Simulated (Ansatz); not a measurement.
**O + HF (HOF) (triplet): an exchange reaction of three atoms**

How does the energy of O + HF (the system O + FH), spin multiplicity 3 change over two coordinates at once? A grid of runs gives the map.

Method: UKS PBE0-D4/def2-SVPD; program: Ansatz 0.2.0.

### 1 The part O (triplet) alone, at the geometry typed

input.yaml

```yaml
crystal:
  periodic: [false, false, false]
  atoms:
    - { symbol: O, position_ang: [0.0, 0.0, 0.0] }
magnetization:
  spin_polarized: true
  initial_magnetization: 2
basis:
  gaussian: { orbitals: def2-SVPD }
hamiltonian:
  xc: pbe0
```

Command:

```bash
$ ansatz run input.yaml --threads 1 --pin off --max-ram 2560MiB --backend cpu --events-out ev --progress --plain --runs-dir out
```

Standard output:

```text
Warning: RAYON_NUM_THREADS=1 ignored (pool sized by the plan → 1); use --threads N
Engine: ansatz 0.2.0, aarch64-unknown-linux-gnu
Functional definition: PBE0
  parameter a = 0.25
  parameter kappa = 0.804
  parameter beta = 0.06672455060314922
  exchange = (1 - a)*pbe_x(kappa = kappa, mu = beta*pi^2/3) + a*exact_x
  correlation = pbe_c(beta = beta)
155 factors; their error is unknown
mean field evaluation 1: about -2038.8666 eV, gradient 5.7e0 eV
mean field evaluation 2: about -2038.9488 eV, gradient 3.1e0 eV
mean field evaluation 4: about -2038.9886 eV, gradient 3.8e-2 eV
mean field evaluation 8: about -2039.0019 eV, gradient 7.1e-4 eV
mean field -2039.00185026 eV, -74.9319359120 hartree, gradient 2.4e-5 eV, S^2 2.003727; 0 other end points of the search recorded, 0 dependent functions left out
reference -2039.00187635 eV, -74.9319368706 hartree; 5, 3 occupied and 18, 20 virtual orbitals, 155 factors
Total energy: -2039.00187635 eV, -74.9319368706 hartree
```

Run time: 0.13 s. Hardware: 1 thread of Arm Neoverse V2, shared host; peak memory 0.063 GiB.

### 2 Reference run: HF, relaxed

input.yaml

```yaml
crystal:
  periodic: [false, false, false]
  atoms:
    - { symbol: H, position_ang: [0.0, 0.0, 0.0] }
    - { symbol: F, position_ang: [0.91, 0.0, 0.0] }
basis:
  gaussian: { orbitals: def2-SVPD }
hamiltonian:
  xc: pbe0
  dispersion: d4
output:
  forces: true
relax:
  f_tol: 0.003
  max_steps: 120
```

Command:

```bash
$ ansatz run input.yaml --threads 1 --pin off --max-ram 2560MiB --backend cpu --events-out ev --progress --plain --runs-dir out
```

Standard output, cut to the lines that bear on the results:

```text
Warning: RAYON_NUM_THREADS=1 ignored (pool sized by the plan → 1); use --threads N
[...]
[... 1 set-up line as earlier in the session ...]
[...]
249 factors; their error is unknown
[...]
mean field -2728.72152879 eV, -100.2786665890 hartree, gradient 7.0e-5 eV, S^2 0.000000; 0 other end points of the search recorded, 0 dependent functions left out
[...]
reference -2728.72154922 eV, -100.2786673401 hartree; 5, 5 occupied and 26, 26 virtual orbitals, 249 factors
relax step   1: F+E_penalty+E_count = -2728.72303877 eV  Δ(F+E_penalty+E_count) = +0.000e0 eV  max|allowed force component| = 6.419e-1 eV/Å  Δτ_max = 0.0000 Å  (21 SCF iters, accepted)
[...]
relax step   3: F+E_penalty+E_count = -2728.72627028 eV  Δ(F+E_penalty+E_count) = -1.134e-4 eV  max|allowed force component| = 3.122e-3 eV/Å  Δτ_max = 0.0009 Å  (26 SCF iters, accepted)
[...]
relax step   4: F+E_penalty+E_count = -2728.72627036 eV  Δ(F+E_penalty+E_count) = -8.040e-8 eV  max|allowed force component| = 1.424e-5 eV/Å  Δτ_max = 0.0000 Å  (15 SCF iters, accepted)
249 factors; their error is unknown
mean field -2728.72475702 eV, -100.2787852245 hartree, gradient 1.7e-5 eV, S^2 0.000000; 1 other end points of the search recorded, 0 dependent functions left out
[...]
reference -2728.72477746 eV, -100.2787859755 hartree; 5, 5 occupied and 26, 26 virtual orbitals, 249 factors
Total energy: -2728.72629080 eV, -100.2788415897 hartree
Atom 0 at    -0.005098     0.000000     0.000000 Å, force    -0.000015     0.000000     0.000000 eV/Å
Atom 1 at     0.915098    -0.000000    -0.000000 Å, force     0.000015     0.000000    -0.000000 eV/Å
Dipole moment:    -0.382153    -0.000000     0.000000 e Å
```

Wall time 0.75 s (1 thread of Arm Neoverse V2, shared host); peak memory 0.078 GiB.

Along the way:

```
step  energy from step 1 (eV)  largest force component (eV/Å)
   1                   0.0000                          0.6419
   2                  -0.0031                          0.1178
   3                  -0.0032                          0.0031
   4                  -0.0032                          0.0000
```

The bond:

```csv
bond,before (Å),after (Å),change (Å)
H1–F2,0.910,0.920,+0.010
```

### 3 The grid

First coordinate, distance O1–H2: 17 values from 0.776 to 2.776 Å. Second coordinate, distance H2–F3: 17 values from 0.728 to 2.728 Å.

Nothing else is relaxed (the angle O1–H2–F3 is fixed at 140 degrees). Energies count from O far from the relaxed HF (each part in its own basis). Points are written as (first, second).

Of the runs on the grid, 3 are shown in the steps below; the others differ only in the two coordinates.

### 4 Grid point (2.005 Å, 0.955 Å)

input.yaml

```yaml
crystal:
  periodic: [false, false, false]
  atoms:
    - { symbol: O, position_ang: [-2.005, 0.0, 0.0] }
    - { symbol: H, position_ang: [0.0, 0.0, 0.0] }
    - { symbol: F, position_ang: [0.731572, 0.613862, 0.0] }
magnetization:
  spin_polarized: true
  initial_magnetization: 2
basis:
  gaussian: { orbitals: def2-SVPD }
hamiltonian:
  xc: pbe0
  dispersion: d4
output:
  forces: true
```

Command:

```bash
$ ansatz run input.yaml --threads 1 --pin off --max-ram 2560MiB --backend cpu --events-out ev --progress --plain --runs-dir out
```

Standard output, cut to the lines that bear on the results:

```text
Warning: RAYON_NUM_THREADS=1 ignored (pool sized by the plan → 1); use --threads N
[...]
[... 1 set-up line as earlier in the session ...]
[...]
434 factors; their error is unknown
[...]
mean field -4767.83901848 eV, -175.2148521718 hartree, gradient 6.3e-7 eV, S^2 2.004145; 3 other end points of the search recorded, 0 dependent functions left out
[...]
reference -4767.83905001 eV, -175.2148533304 hartree; 10, 8 occupied and 44, 46 virtual orbitals, 434 factors
Total energy: -4767.84668309 eV, -175.2151338411 hartree
Atom 0 at    -2.005000     0.000000     0.000000 Å, force     0.041550    -0.052299    -0.000000 eV/Å
Atom 1 at     0.000000     0.000000     0.000000 Å, force     1.021343     1.087508     0.000000 eV/Å
Atom 2 at     0.731572     0.613862     0.000000 Å, force    -1.062893    -1.035209    -0.000000 eV/Å
Dipole moment:    -0.383304    -0.255334     0.000000 e Å
```

Wall time 2.2 s (1 thread of Arm Neoverse V2, shared host); peak memory 0.11 GiB.

Energy on the map's scale: −0.12 eV.

### 5 The run at (0.830 Å, 1.169 Å)

input.yaml

```yaml
crystal:
  periodic: [false, false, false]
  atoms:
    - { symbol: O, position_ang: [-0.83, 0.0, 0.0] }
    - { symbol: H, position_ang: [0.0, 0.0, 0.0] }
    - { symbol: F, position_ang: [0.895506, 0.751419, 0.0] }
magnetization:
  spin_polarized: true
  initial_magnetization: 2
basis:
  gaussian: { orbitals: def2-SVPD }
hamiltonian:
  xc: pbe0
  dispersion: d4
output:
  forces: true
```

Command:

```bash
$ ansatz run input.yaml --threads 1 --pin off --max-ram 2560MiB --backend cpu --events-out ev --progress --plain --runs-dir out
```

Standard output, cut to the lines that bear on the results:

```text
Warning: RAYON_NUM_THREADS=1 ignored (pool sized by the plan → 1); use --threads N
[...]
[... 1 set-up line as earlier in the session ...]
[...]
434 factors; their error is unknown
[...]
mean field -4765.27075748 eV, -175.1204703209 hartree, gradient 1.2e-5 eV, S^2 2.008448; 3 other end points of the search recorded, 0 dependent functions left out
[...]
reference -4765.27078614 eV, -175.1204713741 hartree; 10, 8 occupied and 44, 46 virtual orbitals, 434 factors
Total energy: -4765.27905415 eV, -175.1207752180 hartree
Atom 0 at    -0.830000     0.000000     0.000000 Å, force   -16.607833    -0.032309    -0.000000 eV/Å
Atom 1 at     0.000000     0.000000     0.000000 Å, force    13.612479    -2.451145    -0.000000 eV/Å
Atom 2 at     0.895506     0.751419     0.000000 Å, force     2.995354     2.483454     0.000000 eV/Å
Dipole moment:    -0.131860    -0.212767     0.000000 e Å
```

Run time: 1.6 s. Hardware: 1 thread of Arm Neoverse V2, shared host; peak memory 0.11 GiB.

That is 2.45 eV from the zero.

### 6 Point (1.862 Å, 2.728 Å)

input.yaml

```yaml
crystal:
  periodic: [false, false, false]
  atoms:
    - { symbol: O, position_ang: [-1.862, 0.0, 0.0] }
    - { symbol: H, position_ang: [0.0, 0.0, 0.0] }
    - { symbol: F, position_ang: [2.089769, 1.753525, 0.0] }
magnetization:
  spin_polarized: true
  initial_magnetization: 2
basis:
  gaussian: { orbitals: def2-SVPD }
hamiltonian:
  xc: pbe0
  dispersion: d4
output:
  forces: true
```

Command:

```bash
$ ansatz run input.yaml --threads 1 --pin off --max-ram 2560MiB --backend cpu --events-out ev --progress --plain --runs-dir out
```

Standard output, cut to the lines that bear on the results:

```text
Warning: RAYON_NUM_THREADS=1 ignored (pool sized by the plan → 1); use --threads N
[...]
[... 1 set-up line as earlier in the session ...]
[...]
434 factors; their error is unknown
[...]
mean field -4762.53605384 eV, -175.0199718157 hartree, gradient 2.5e-8 eV, S^2 2.568799; 11 other end points of the search recorded, 0 dependent functions left out
[...]
reference -4762.53608903 eV, -175.0199731088 hartree; 10, 8 occupied and 44, 46 virtual orbitals, 434 factors
Total energy: -4762.54126318 eV, -175.0201632554 hartree
Atom 0 at    -1.862000     0.000000     0.000000 Å, force     1.998392     0.004444     0.000000 eV/Å
Atom 1 at     0.000000     0.000000     0.000000 Å, force    -1.861784     0.106224    -0.000000 eV/Å
Atom 2 at     2.089769     1.753525     0.000000 Å, force    -0.136608    -0.110668     0.000000 eV/Å
Dipole moment:     0.177022    -0.050799    -0.000000 e Å
```

Run time: 8.4 s. Hardware: 1 thread of Arm Neoverse V2, shared host; peak memory 0.11 GiB.

That is 5.19 eV from the zero.

### 7 Energy over the grid

289 points were computed. Energies in eV, from O far from the relaxed HF (each part in its own basis); the table lists every other line.

| distance H2–F3 (Å) ↓, distance O1–H2 (Å) → | 0.776 | 0.910 | 1.106 | 1.335 | 1.588 | 1.862 | 2.152 | 2.457 | 2.776 |
| --- | --- | --- | --- | --- | --- | --- | --- | --- | --- |
| 2.728 | 2.93 | 1.45 | 1.65 | 2.90 | 4.31 | 5.19 | 5.57 | 5.73 | 5.79 |
| 2.409 | 2.91 | 1.43 | 1.63 | 2.87 | 4.27 | 5.09 | 5.45 | 5.59 | 5.64 |
| 2.104 | 2.88 | 1.39 | 1.58 | 2.81 | 4.11 | 4.86 | 5.17 | 5.28 | 5.31 |
| 1.814 | 2.84 | 1.33 | 1.48 | 2.61 | 3.72 | 4.37 | 4.53 | 4.63 | 4.68 |
| 1.540 | 2.84 | 1.25 | 1.25 | 2.10 | 2.79 | 3.07 | 3.25 | 3.37 | 3.44 |
| 1.287 | 3.14 | 1.29 | 0.88 | 1.17 | 1.40 | 1.54 | 1.66 | 1.74 | 1.80 |
| 1.058 | 4.33 | 1.87 | 0.68 | 0.33 | 0.21 | 0.21 | 0.25 | 0.30 | 0.34 |
| 0.862 | 7.52 | 3.96 | 1.65 | 0.60 | 0.17 | 0.02 | 0.00 | 0.02 | 0.05 |
| 0.728 | 12.63 | 7.81 | 4.40 | 2.77 | 2.10 | 1.86 | 1.80 | 1.80 | 1.82 |

The dipole moment (D) at each point:

```tsv
distance H2–F3 (Å) ↓, distance O1–H2 (Å) →	0.776	0.910	1.106	1.335	1.588	1.862	2.152	2.457	2.776
2.728	1.53	1.63	1.77	1.90	1.80	0.88	0.43	0.48	0.66
2.409	1.38	1.47	1.59	1.68	1.23	0.62	0.70	0.98	1.64
2.104	1.07	1.14	1.20	1.15	0.82	1.07	1.52	2.50	2.20
1.814	0.79	0.82	0.85	0.98	1.81	4.50	3.63	3.09	2.79
1.540	0.86	0.93	1.21	2.12	4.07	4.18	3.74	3.41	3.20
1.287	1.10	1.30	1.87	2.99	3.57	3.33	3.03	2.82	2.68
1.058	1.00	1.28	1.85	2.49	2.70	2.58	2.42	2.30	2.22
0.862	0.60	0.85	1.29	1.74	1.98	2.00	1.95	1.89	1.84
0.728	0.48	0.52	0.87	1.27	1.55	1.66	1.66	1.64	1.61
```

On the same grid, ⟨S²⟩ (ħ²):

```tsv
distance H2–F3 (Å) ↓, distance O1–H2 (Å) →	0.776	0.910	1.106	1.335	1.588	1.862	2.152	2.457	2.776
2.728	2.00	2.00	2.01	2.01	2.15	2.57	2.78	2.87	2.91
2.409	2.00	2.00	2.01	2.01	2.17	2.54	2.73	2.81	2.83
2.104	2.01	2.01	2.01	2.02	2.19	2.47	2.62	2.67	2.69
1.814	2.01	2.01	2.01	2.03	2.16	2.23	2.33	2.39	2.42
1.540	2.01	2.01	2.02	2.03	2.02	2.01	2.01	2.01	2.00
1.287	2.01	2.01	2.01	2.01	2.01	2.01	2.01	2.00	2.00
1.058	2.01	2.01	2.01	2.01	2.00	2.00	2.00	2.00	2.00
0.862	2.01	2.01	2.01	2.00	2.00	2.00	2.00	2.00	2.00
0.728	2.01	2.01	2.01	2.00	2.00	2.00	2.00	2.00	2.00
```

### 8 Summary of results

| quantity | value |
| --- | --- |
| lowest point | (2.005 Å, 0.955 Å), −0.12 eV |
| highest computed point | (0.776 Å, 0.728 Å), 12.75 eV above the lowest |
| dipole moment (D) | 0.40 at (2.303 Å, 2.728 Å) to 4.60 at (1.862 Å, 1.675 Å); 2.21 at the lowest point |
| ⟨S²⟩ (ħ²) | 2.00 at (1.723 Å, 0.728 Å) to 2.91 at (2.776 Å, 2.728 Å); 2.00 at the lowest point |
| time for the whole task | 21 min on 1 thread, shared host |

**Reading.** The lowest computed point is at (2.005 Å, 0.955 Å), −0.12 eV from O far from the relaxed HF (each part in its own basis). The highest computed point, (0.776 Å, 0.728 Å), lies 12.75 eV above the lowest.
